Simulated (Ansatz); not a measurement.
# FeAu (R-3m) in Ansatz: convergence with k mesh

Aim: find how far k mesh must go before the results for FeAu settle, at PBEsol. This setting moves, with any that are tied to it; all else stays.

Everything below comes from runs of Ansatz 0.2.0. Logs are shortened: lines on timing, memory, paths and dates and some standing lists are left out, and cuts for length are marked.

### Step 1. Starting point

It takes space group R-3m (No. 166, trigonal). Conventional cell: a = 2.823 Å, b = 2.823 Å, c = 13.408 Å, α = 90.00°, β = 90.00°, γ = 120.00°. Around Au (site symmetry -3m) lie 6 Fe at 2.77 Å and 6 Au at 2.82 Å. Around Fe (site symmetry -3m) lie 6 Au at 2.77 Å and 6 Fe at 2.82 Å.

The cell comes from a database or a generator and needn't be the stable form of this composition.

### Step 2. With k mesh 3 × 3 × 3

Contents of input.yaml:

```yaml
crystal:
  lattice:
    - [1.4117478522, 0.8150730025, 4.4694532999]
    - [-1.4117478522, 0.8150730025, 4.4694532999]
    - [0.0, -1.630146005, 4.4694532999]
  atoms:
    - { symbol: Au, position: [0.0, 0.0, 0.0] }
    - { symbol: Fe, position: [0.5, 0.5, 0.5], spin: 3.0 }
hamiltonian:
  xc: pbesol
  pseudopotentials: { kind: paw }
magnetization:
  spin_polarized: true
kpoints:
  mp_grid: { grid: [3, 3, 3] }
scf:
  occupations: { method: fermi_dirac, width: 0.05 }
output:
  forces: true
  stress: true
  eigenvalues: true
```

Potentials or basis: Ansatz PAW.

The run is started by

```console
$ ansatz run input.yaml --threads 2 --pin off --max-ram 5632MiB --backend cpu --events-out ev --progress --plain --runs-dir out
```

Run time: 0.92 s. Hardware: 2 threads of Arm Neoverse V2, shared host; peak memory 0.28 GiB.

What came out:

| Quantity | Value |
| --- | --- |
| Free energy | -17455.8241 eV |
| Pressure | -11.2 GPa |
| Band gap on the k mesh | none (metal or under the smearing width) |
| Net moment | 2.99 μB per cell |
| Absolute moment | 3.21 μB per cell |
| Site moments | Au +0.07; Fe +2.99 μB |

### Step 3. With k mesh 4 × 4 × 4

input.yaml, as its differences from that of step 2:

```diff
@@ -14,3 +14,3 @@
 kpoints:
-  mp_grid: { grid: [3, 3, 3] }
+  mp_grid: { grid: [4, 4, 4] }
 scf:
```

Potentials or basis: Ansatz PAW.

The run is started by

```console
$ ansatz run input.yaml --threads 2 --pin off --max-ram 5632MiB --backend cpu --events-out ev --progress --plain --runs-dir out
```

It took 1.3 s on 2 threads of Arm Neoverse V2, shared host; peak memory 0.29 GiB.

Results:

| Quantity | Value |
| --- | --- |
| Free energy | -17455.2280 eV |
| Pressure | -8.1 GPa |
| Band gap on the k mesh | none (metal or under the smearing width) |
| Net moment | 2.84 μB per cell |
| Absolute moment | 3.09 μB per cell |
| Site moments | Au +0.04; Fe +2.88 μB |

### Step 4. With k mesh 5 × 5 × 5

input.yaml, as its differences from that of step 3:

```diff
@@ -14,3 +14,3 @@
 kpoints:
-  mp_grid: { grid: [4, 4, 4] }
+  mp_grid: { grid: [5, 5, 5] }
 scf:
```

The run is started by

```console
$ ansatz run input.yaml --threads 2 --pin off --max-ram 5632MiB --backend cpu --events-out ev --progress --plain --runs-dir out
```

Run time: 1.5 s. Hardware: 2 threads of Arm Neoverse V2, shared host; peak memory 0.29 GiB.

Results:

```
Free energy            : -17455.4543 eV
Pressure               : -9.5 GPa
Band gap on the k mesh : none (metal or under the smearing width)
Net moment             : 2.98 μB per cell
Absolute moment        : 3.16 μB per cell
Site moments           : Au +0.09; Fe +2.94 μB
```

### Step 5. With k mesh 6 × 6 × 6

input.yaml, as its differences from that of step 4:

```diff
@@ -14,3 +14,3 @@
 kpoints:
-  mp_grid: { grid: [5, 5, 5] }
+  mp_grid: { grid: [6, 6, 6] }
 scf:
```

The run is started by

```console
$ ansatz run input.yaml --threads 2 --pin off --max-ram 5632MiB --backend cpu --events-out ev --progress --plain --runs-dir out
```

Wall time 2 s (2 threads of Arm Neoverse V2, shared host); peak memory 0.31 GiB.

Results:

| Item | Value |
| --- | --- |
| Free energy | -17455.3248 eV |
| Pressure | -8.6 GPa |
| Band gap on the k mesh | none (metal or under the smearing width) |
| Net moment | 2.89 μB per cell |
| Absolute moment | 3.11 μB per cell |
| Site moments | Au +0.05; Fe +2.91 μB |

### Step 6. With k mesh 8 × 8 × 8

input.yaml, as its differences from that of step 5:

```diff
@@ -14,3 +14,3 @@
 kpoints:
-  mp_grid: { grid: [6, 6, 6] }
+  mp_grid: { grid: [8, 8, 8] }
 scf:
```

Potentials or basis: Ansatz PAW.

The run is started by

```console
$ ansatz run input.yaml --threads 2 --pin off --max-ram 5632MiB --backend cpu --events-out ev --progress --plain --runs-dir out
```

Run time: 4.1 s. Hardware: 2 threads of Arm Neoverse V2, shared host; peak memory 0.36 GiB.

Results (log left out):

```yaml
Free_energy: -17455.3516 eV
Pressure: -8.7 GPa
Band_gap_on_the_k_mesh: none (metal or under the smearing width)
Net_moment: 2.91 μB per cell
Absolute_moment: 3.12 μB per cell
Site_moments: Au +0.06; Fe +2.92 μB
```

### Step 7. With k mesh 10 × 10 × 10

input.yaml, as its differences from that of step 6:

```diff
@@ -14,3 +14,3 @@
 kpoints:
-  mp_grid: { grid: [8, 8, 8] }
+  mp_grid: { grid: [10, 10, 10] }
 scf:
```

The run is started by

```console
$ ansatz run input.yaml --threads 2 --pin off --max-ram 5632MiB --backend cpu --events-out ev --progress --plain --runs-dir out
```

It took 6.7 s on 2 threads of Arm Neoverse V2, shared host; peak memory 0.41 GiB.

Results (log left out):

- Free energy: -17455.3636 eV
- Pressure: -8.7 GPa
- Band gap on the k mesh: none (metal or under the smearing width)
- Net moment: 2.92 μB per cell
- Absolute moment: 3.12 μB per cell
- Site moments: Au +0.06; Fe +2.92 μB

### Step 8. With k mesh 12 × 12 × 12

input.yaml, as its differences from that of step 7:

```diff
@@ -14,3 +14,3 @@
 kpoints:
-  mp_grid: { grid: [10, 10, 10] }
+  mp_grid: { grid: [12, 12, 12] }
 scf:
```

The run is started by

```console
$ ansatz run input.yaml --threads 2 --pin off --max-ram 5632MiB --backend cpu --events-out ev --progress --plain --runs-dir out
```

It took 9.3 s on 2 threads of Arm Neoverse V2, shared host; peak memory 0.47 GiB.

It converged, with:

```
Free energy            : -17455.3689 eV
Pressure               : -8.7 GPa
Band gap on the k mesh : none (metal or under the smearing width)
Net moment             : 2.93 μB per cell
Absolute moment        : 3.13 μB per cell
Site moments           : Au +0.06; Fe +2.93 μB
```

### Step 9. With k mesh 15 × 15 × 15

input.yaml, as its differences from that of step 8:

```diff
@@ -14,3 +14,3 @@
 kpoints:
-  mp_grid: { grid: [12, 12, 12] }
+  mp_grid: { grid: [15, 15, 15] }
 scf:
```

Potentials or basis: Ansatz PAW.

The run is started by

```console
$ ansatz run input.yaml --threads 2 --pin off --max-ram 5632MiB --backend cpu --events-out ev --progress --plain --runs-dir out
```

It took 19 s on 2 threads of Arm Neoverse V2, shared host; peak memory 0.61 GiB.

Results (log left out):

```
Free energy            : -17455.3740 eV
Pressure               : -8.8 GPa
Band gap on the k mesh : none (metal or under the smearing width)
Net moment             : 2.91 μB per cell
Absolute moment        : 3.12 μB per cell
Site moments           : Au +0.06; Fe +2.92 μB
```

### Step 10. With k mesh 18 × 18 × 18

input.yaml, as its differences from that of step 9:

```diff
@@ -14,3 +14,3 @@
 kpoints:
-  mp_grid: { grid: [15, 15, 15] }
+  mp_grid: { grid: [18, 18, 18] }
 scf:
```

Potentials or basis: Ansatz PAW.

The run is started by

```console
$ ansatz run input.yaml --threads 2 --pin off --max-ram 5632MiB --backend cpu --events-out ev --progress --plain --runs-dir out
```

Standard output:

```text
Warning: RAYON_NUM_THREADS=2 ignored (pool sized by the plan → 2); use --threads N
basis.fft_grid_basis auto: the FFT boxes are laid along the combinations [[1, 0, -1], [0, 1, -1], [0, 0, 1]] of the cell's own vectors, 2.823, 2.823 and 4.757 Å long. The dense box has 20×20×32 points. Along the cell's own vectors, as sized, it would have 32×32×32, 2.56 times as many. Of the 12 symmetry operations that the crystal satisfies within crystal.symmetry.tolerance (time reversal apart; of a slab, those that keep its plane) the dense box along the cell's own vectors carries 12, and the one as laid loses 8 of those. basis.fft_grid_basis: typed keeps the cell's own vectors: state it where this run's energies or levels are differenced outside the engine with another run's, or held beside a run that keeps those vectors.
Engine: ansatz 0.2.0, aarch64-unknown-linux-gnu
Pseudopotentials: kind: paw
Pseudopotential: Au, paw, valence charge 19, recommended cutoff 420 eV (normal), Au.paw.azcp
Pseudopotential: Fe, paw, valence charge 16, recommended cutoff 420 eV (normal), Fe.paw.azcp
Functional definition: PBEsol
  exchange = pbesol_x
  correlation = pbesol_c
Crystal: 2 atoms, lattice volume = 30.857 Å³
Basis set: ecut = 420 eV, 609 PW (Γ), FFT grids on a1−a3, a2−a3, a3, exchange–correlation on 40×40×64 points (8 copies of the dense FFT grid, shifted against one another)
Bands: 23, of which v1, the nominal top of the filled ones, is band 18 counted from 1 (17 counted from 0)
Symmetry: 12 space group operations
Space group: R-3m (ITA 166), of the structure as read, at distance tolerance 3.1e-5 Å
Magnetic group: BNS 166.97 (UNI 1327), of the structure as read, at distance tolerance 3.1e-5 Å
k-points: 580 of 5832
Non-local potential: Au, projectors of the file, l = 0: 3, l = 1: 2, l = 2: 2, l = 3: 1
Non-local potential: Fe, projectors of the file, l = 0: 3, l = 1: 2, l = 2: 3, l = 3: 1
PAW form: soft (Blöchl's): semilocal exchange-correlation on the pseudo side does not see the compensation charge
PAW frozen core: Au, regenerated for the run's functional, and the local potential with it (the file was generated under x = pbe(κ = 0.804, μ = 0.2195149727645171), c = pbe(β = 0.06672455060314922))
PAW frozen core: Fe, regenerated for the run's functional, and the local potential with it (the file was generated under x = pbe(κ = 0.804, μ = 0.2195149727645171), c = pbe(β = 0.06672455060314922))
PAW one-centre angular grid: Au, 590 points (default); XC on 64 Gauss nodes
PAW one-centre angular grid: Fe, 590 points (default); XC on 64 Gauss nodes
Initial density: superposition of atomic densities (chi_scale 0.1, normalization cell)
Starting moments: Σ|m| = 3 μB on 1 of 2 sites
Initial wavefunctions: pseudopotential atomic-orbital guess
Functional: x = pbesol(κ = 0.804, μ = 0.12345679012345678), c = pbesol(β = 0.046)
SCF iter   1: F=—  HF=-17455.876417 eV  |F-HF|=—  |Δ(HF+E_count)|=         —  Δρ=6.74e-2 (↑5.01e-2 ↓6.74e-2)  dr2=7.59e0  dr2_m=5.64e-2  M=2.864 μB ∫|m|=2.964 μB  β_m=0.30  ethr=3.10e-3  ⟨swp⟩=4.6  Hψ=99165  notcnv=0
Mixer restart at iter 1: flushing history
preconditioner: auto → Kerker (q_TF=auto, 2.786 Å⁻¹)  [metal: Δε(μ)=0.000 eV  Ē_g=8.638 eV  σ=0.050 eV  W_gap=0.00  n_scr=14 (ndim 8)  ℏωp=29.1 eV  f_vac=0.000  D(μ)=1.93/eV (n_scr^D=22)]
spin=Collinear: Kerker preconditioning applied to the charge; magnetization (m = ρ↑ − ρ↓) channel mixes plain (no charge-response kernel on spin).
SCF iter   2: F=—  HF=-17455.554069 eV  |F-HF|=—  |Δ(HF+E_count)|=   3.22e-1  Δρ=3.96e-2 (↑2.79e-2 ↓3.96e-2)  dr2=2.65e0  dr2_m=3.99e-2  M=2.886 μB ∫|m|=3.012 μB  β_m=0.48  ethr=3.10e-3  ⟨swp⟩=2.3  Hψ=46469  notcnv=0  defer=251
SCF iter   3: F=—  HF=-17455.399324 eV  |F-HF|=—  |Δ(HF+E_count)|=   1.55e-1  Δρ=1.29e-2 (↑1.29e-2 ↓9.77e-3)  dr2=2.59e-1  dr2_m=1.30e-2  M=2.887 μB ∫|m|=3.062 μB  β_m=0.64  ethr=3.10e-3  ⟨swp⟩=2.3  Hψ=46745  notcnv=0  defer=251
SCF iter   4: F=—  HF=-17455.380913 eV  |F-HF|=—  |Δ(HF+E_count)|=   1.84e-2  Δρ=9.54e-3 (↑7.34e-3 ↓9.54e-3)  dr2=5.07e-2  dr2_m=9.90e-4  M=2.895 μB ∫|m|=3.094 μB  β_m=0.59  ethr=7.39e-4  ⟨swp⟩=2.5  Hψ=45404  notcnv=0  defer=290
SCF iter   5: F=—  HF=-17455.366865 eV  |F-HF|=—  |Δ(HF+E_count)|=   1.40e-2  Δρ=3.60e-3 (↑1.88e-3 ↓3.60e-3)  dr2=5.68e-3  dr2_m=6.94e-4  M=2.905 μB ∫|m|=3.110 μB  β_m=0.79  ethr=1.45e-4  ⟨swp⟩=2.3  Hψ=49283  notcnv=0  defer=297
SCF iter   6: F=—  HF=-17455.372809 eV  |F-HF|=—  |Δ(HF+E_count)|=   5.94e-3  Δρ=2.81e-3 (↑9.04e-4 ↓2.81e-3)  dr2=3.60e-3  dr2_m=3.29e-4  M=2.922 μB ∫|m|=3.126 μB  β_m=0.90  ethr=1.62e-5  ⟨swp⟩=2.0  Hψ=41822  notcnv=0  defer=297
SCF iter   7: F=—  HF=-17455.373238 eV  |F-HF|=—  |Δ(HF+E_count)|=   4.29e-4  Δρ=3.70e-4 (↑3.70e-4 ↓3.32e-4)  dr2=1.10e-4  dr2_m=4.94e-6  M=2.926 μB ∫|m|=3.129 μB  β_m=0.90  ethr=1.03e-5  ⟨swp⟩=2.0  Hψ=37403  notcnv=0  defer=297
SCF iter   8: F=—  HF=-17455.373241 eV  |F-HF|=—  |Δ(HF+E_count)|=   2.32e-6  Δρ=2.05e-4 (↑2.05e-4 ↓1.95e-4)  dr2=2.77e-5  dr2_m=3.92e-7  M=2.924 μB ∫|m|=3.127 μB  β_m=0.95  ethr=3.15e-7  ⟨swp⟩=2.0  Hψ=32938  notcnv=0  defer=297
SCF iter   9: F=—  HF=-17455.373237 eV  |F-HF|=—  |Δ(HF+E_count)|=   3.57e-6  Δρ=2.33e-5 (↑2.07e-5 ↓2.33e-5)  dr2=5.79e-7  dr2_m=1.90e-8  M=2.924 μB ∫|m|=3.127 μB  β_m=0.98  ethr=7.91e-8  ⟨swp⟩=2.3  Hψ=35934  notcnv=0  defer=297
SCF iter  10: F=—  HF=-17455.373237 eV  |F-HF|=—  |Δ(HF+E_count)|=   6.88e-8  Δρ=5.87e-6 (↑5.87e-6 ↓4.10e-6)  dr2=1.89e-8  dr2_m=1.62e-9  M=2.924 μB ∫|m|=3.127 μB  β_m=0.99  ethr=1.66e-9  ⟨swp⟩=2.6  Hψ=42631  notcnv=0  defer=297
SCF iter  11: F=-17455.373237 eV  HF=-17455.373237 eV  |F-HF|=5.46e-9  |Δ(HF+E_count)|=   2.43e-9  Δρ=3.71e-6 (↑8.41e-7 ↓3.71e-6)  dr2=6.77e-9  dr2_m=8.45e-10  M=2.924 μB ∫|m|=3.127 μB  ethr=5.41e-11  ⟨swp⟩=2.9  Hψ=83740  notcnv=0
SCF 1 converged in 11 iterations: F = -17455.373237 eV  dr2 = 6.77e-9
SCF converged after 11 iterations
Magnetization: 2.9244 μB (18.9622 up, 16.0378 down)
Absolute magnetization: 3.1281 μB (∫|ρ↑−ρ↓|, with the PAW one-centre terms)
Spin contamination: 0.1127 ħ² per cell (⟨S²⟩ above its minimum at these occupations)
Per-site moments (μB) at R_I (Å): [(0.06253583205895787, 1.1410214685059925), (2.9302255751592847, 1.1410214685059925)]
Free energy (F): -17455.373237 eV
Harris-Foulkes:  -17455.373237 eV  (|F-HF|=5.46e-9)
Internal energy: -17455.358211 eV  (E = F + TS)
E sigma→0 (E₀):  -17455.365724 eV
Entropy (-TS):   -0.015026 eV (-7.513 meV/atom)
Fermi energy:    18.189335 eV
--- Per-component energies (eV) ---
  E_band       = -481.650776
  E_kinetic    = 948.361671
  E_local      = -4017.756120  (includes V_loc(G=0)·N_el)
  E_nonlocal   = 302.021239
  E_hartree    = 1686.451660
  E_xc         = -341.512946
  E_vxc        = -423.129279  (∫ρ·V_xc dr)
  E_paw        = -10902.565127  (= ΣΔE_a)
  E_vpaw       = -664.051872  (= ΣTr[D̂ρ^β])
  E_aug_tail   = 0.002272  (compensation charges beyond the density's cutoff)
  E_ewald      = -5130.849541
  E_core_change = 0.488681  (= ΣΔE_core)
  E_smearing   = -0.015026  (= −TS)
  E_closure    = 0.000000  (closes the sum)
  Σ components = -17455.373237   (vs F -17455.373237, Δ=0.00e0)
--- Forces (eV/Å), atoms counted from 1 ---
  atom   1  Au     0.00000000     0.00000000    -0.00000000
  atom   2  Fe    -0.00000000     0.00000000     0.00000000
  max |Σ_I F_I| component: 1.94e-28 eV/Å
--- Stress (GPa, compression-positive) ---
       -9.186352       0.000000       0.000000
        0.000000      -9.186352       0.000000
        0.000000       0.000000      -7.758483
  P = ⅓ Tr σ = -8.7104 GPa (-87.104 kbar)
--- Band table (eV; the first three rows and the last of 1160) ---
  k-point 0 ↑: bands = ["-87.7968", "-70.2402", "-39.2403", "-39.0543", "-39.0543", "-36.5623", "-36.2881", "-36.2881", "8.5937", "11.4543", "13.2461", "13.2461", "14.4494", "14.4494", "14.9717", "15.9326", "15.9326", "16.6118", "16.6118", "17.3801", "22.2916", "32.8366", "34.9961"]
  k-point 1 ↑: bands = ["-87.7964", "-70.2399", "-39.2394", "-39.0609", "-39.0560", "-36.5621", "-36.2909", "-36.2888", "8.6972", "11.5146", "13.2016", "13.3118", "14.3487", "14.4513", "14.9957", "15.9075", "15.9522", "16.2523", "16.5960", "17.8785", "22.3230", "32.9053", "34.8018"]
  k-point 2 ↑: bands = ["-87.7955", "-70.2389", "-39.2368", "-39.0798", "-39.0607", "-36.5616", "-36.2989", "-36.2908", "9.0008", "11.6866", "13.0852", "13.5042", "14.0669", "14.4560", "15.0607", "15.8055", "15.8580", "16.0099", "16.5519", "18.6937", "22.4389", "32.5516", "33.8919"]
  k-point 579 ↓: bands = ["-87.7425", "-66.9399", "-39.1505", "-38.9998", "-38.9998", "-33.2564", "-33.0926", "-33.0926", "9.5455", "12.3601", "13.1372", "13.3923", "13.3923", "14.9889", "14.9889", "17.4429", "18.2883", "18.2883", "19.1467", "19.1467", "29.9631", "31.4225", "33.4583"]
```

It took 27 s on 2 threads of Arm Neoverse V2, shared host; peak memory 0.81 GiB.

Results:

```yaml
Free_energy: -17455.3732 eV
Pressure: -8.7 GPa
Band_gap_on_the_k_mesh: none (metal or under the smearing width)
Net_moment: 2.92 μB per cell
Absolute_moment: 3.13 μB per cell
Site_moments: Au +0.06; Fe +2.93 μB
```

### Step 11. Summary

```csv
k mesh,"energy less the tightest run, at zero smearing (meV/atom)",pressure (GPa),absolute moment (μB),SCF cycles,CPU time (s),peak memory (GiB)
3 × 3 × 3,-223.12,-11.16,3.21,12,1.6,0.28
4 × 4 × 4,74.01,-8.08,3.09,13,2.3,0.29
5 × 5 × 5,-40.12,-9.48,3.16,11,2.7,0.29
6 × 6 × 6,25.36,-8.57,3.11,11,3.8,0.31
8 × 8 × 8,11.61,-8.65,3.12,11,7.8,0.36
10 × 10 × 10,5.03,-8.74,3.12,11,13,0.41
12 × 12 × 12,2.50,-8.71,3.13,11,18,0.47
15 × 15 × 15,-0.49,-8.84,3.12,11,38,0.61
18 × 18 × 18,0.00,-8.71,3.13,11,54,0.81
```

Against the tightest run, the energy stays within 1 meV/atom from 15 × 15 × 15 on; the absolute moment stays within 0.02 μB from 8 × 8 × 8 on. Not settled before the last step: the pressure (to 0.1 GPa). Meshes of other sizes hit other points, so gaps and Fermi surfaces needn't settle smoothly. The tightest run that finished is the yardstick and may itself not be fully converged.

Caveats: the PAW data sets come from PBE, with cores solved anew for the run's functional, which leaves a small shift of forces and pressure.
